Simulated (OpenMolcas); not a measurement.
# Au³⁺ among point charges: CASSCF and CASPT2 levels and susceptibility

Aim: the splitting of the states of Au³⁺ in the field of 5 point charges, its lowest levels with spin-orbit coupling and its magnetic susceptibility.

Method: state-averaged CASSCF and CASPT2, spin-orbit coupling by RASSI with atomic mean-field integrals. Code: OpenMolcas 26.06.

### 1 The system

```
Species                           : Au³⁺ (gold, Z = 79, 76 electrons)
Basis                             : ANO-RCC-VDZP [7s6p4d2f], 59 functions
Scalar Hamiltonian                : DKH2, point nucleus
Inactive shells                   : 1s 2s 2p 3s 3p 3d 4s 4p 4d 4f 5s 5p
Active space                      : 8 electrons in 5 orbitals (5d)
Some configurations of this space : 5d⁸
Orbitals                          : optimised for each spin and parity, averaged over all roots
```

Outer shells as boxes (Hund's rule):

5d8
```
5d [↑↓][↑↓][↑↓][↑ ][↑ ]
```

The ion sits among 5 point charges of -1.3 e arranged as a trigonal bipyramid (D3h), 1.86 Å from the ion, with the axial distance 2.027 Å.

Each step is its own input file, run in one work folder so that later steps find the files of earlier ones. Labels, J, g values, rates, χT and fits are worked out afterwards by a script from the matrices that RASSI stores.

### 2 GATEWAY and SEWARD: basis and integrals

Input file a.inp:

```
&GATEWAY
Coord
1

Au 0.0 0.0 0.0
Basis=ANO-RCC-VDZP
Group=NoSym
NoMove
AngMom=0.0 0.0 0.0
AMFI
XField
5 Angstrom 0
1.860000 0.000000 0.000000 -1.300000
-0.930000 1.610807 0.000000 -1.300000
-0.930000 -1.610807 0.000000 -1.300000
0.000000 0.000000 2.027400 -1.300000
0.000000 0.000000 -2.027400 -1.300000
&SEWARD
```

Run with:

```
$ OMP_NUM_THREADS=1 MOLCAS_MEM=1689 MOLCAS_PROJECT=a pymolcas a.inp > a.log
```

### 3 Reference wave functions, triplets, 10 roots

Input file a.inp:

```
&RASSCF
FileOrb=start.orb
Symmetry=1
Spin=3
nActEl=8 0 0
Inactive=34
Ras2=5
CIRoot=10 10 1
SDav=10
CIMx=300
Iter=120 100
PrWF=0.3
OrbListing=Nothing
MaxOrb=0
>>> COPY $Project.JobIph JOB001
```

start.orb holds the contracted functions of the basis, ordered by shell, or the orbitals of the step before.

### 4 Reference wave functions, singlets, 15 roots

Input file a.inp:

```
&RASSCF
FileOrb=start.orb
Symmetry=1
Spin=1
nActEl=8 0 0
Inactive=34
Ras2=5
CIRoot=15 15 1
SDav=15
CIMx=300
Iter=120 100
PrWF=0.3
OrbListing=Nothing
MaxOrb=0
>>> COPY $Project.JobIph JOB002
```

### 5 RASSI: spin-orbit coupling between the states

Input file a.inp:

```
&RASSI
NrOfJobIphs=2 10 15
1 2 3 4 5 6 7 8 9 10
1 2 3 4 5 6 7 8 9 10 11 12 13 14 15
IphNames
JOB001
JOB002
EJob
SpinOrbit
DIPRint=1.0
SOCoupling=1000.0
Subsets=2
Property=9
'ANGMOM' 1 'ANGMOM' 2 'ANGMOM' 3 'MLTPL  1' 1 'MLTPL  1' 2 'MLTPL  1' 3
'AMFI' 1 'AMFI' 2 'AMFI' 3
SOProperty=3
'ANGMOM' 1 'ANGMOM' 2 'ANGMOM' 3
```

### 6 CASPT2: IPEA 0.25, imaginary shift 0.1 (closed shells correlated: 4f 5s 5p)

Input file a.inp:

```
>>> COPY JOB001 $Project.JobIph
&CASPT2
Multistate=10 1 2 3 4 5 6 7 8 9 10
NoMult
Frozen=23
IPEA=0.25
Imaginary=0.1
MaxIter=60
WThr=0.0 0.3 0.05
PrWF=0.5
NoMix
>>> COPY JOB002 $Project.JobIph
&CASPT2
Multistate=15 1 2 3 4 5 6 7 8 9 10 11 12 13 14 15
NoMult
Frozen=23
IPEA=0.25
Imaginary=0.1
MaxIter=60
WThr=0.0 0.3 0.05
PrWF=0.5
NoMix
```

(Steps that only read results are left out.)

Before running it: what results should come out? Wanted: spin-free ground state; first state of the same spin within the active space; lowest level; next level.

The runs gave:

```
                                            quantity                                                                           value
                                              method  SS-CASPT2, IPEA 0.25, imaginary shift 0.1 (closed shells correlated: 4f 5s 5p)
                              spin-free ground state                                                  3E, 2-fold in its orbital part
first state of the same spin within the active space                                                                 3E at 4160 cm⁻¹
                                        lowest level                                                                       1-fold A1
                                          next level                                                                        0.2 cm⁻¹
                                         χT at 300 K                                                                  2.48 cm³ K/mol
                           effective moment at 300 K                                                                         4.45 μB
```

Cost by method:

```tsv
method	time of its own steps	time with the reference
A. CASSCF	7.3 s	7.3 s
B. SS-CASPT2, IPEA 0.25, imaginary shift 0.1, +4f 5s 5p	5.9 s	13 s
```

Times are of one thread on a shared host.

In words: The spin-free ground state (3E) comes to 100 % from free-ion F terms and keeps the highest spin of the shell. χT at 300 K is 2.48, against 1.00 cm³ K/mol for the spin alone, so orbital moment adds to it. CASPT2 does not keep the components of a term degenerate, and the means are used. The field of point charges can differ much from that of real complexes. This is an electrostatic model: the charges have no orbitals.
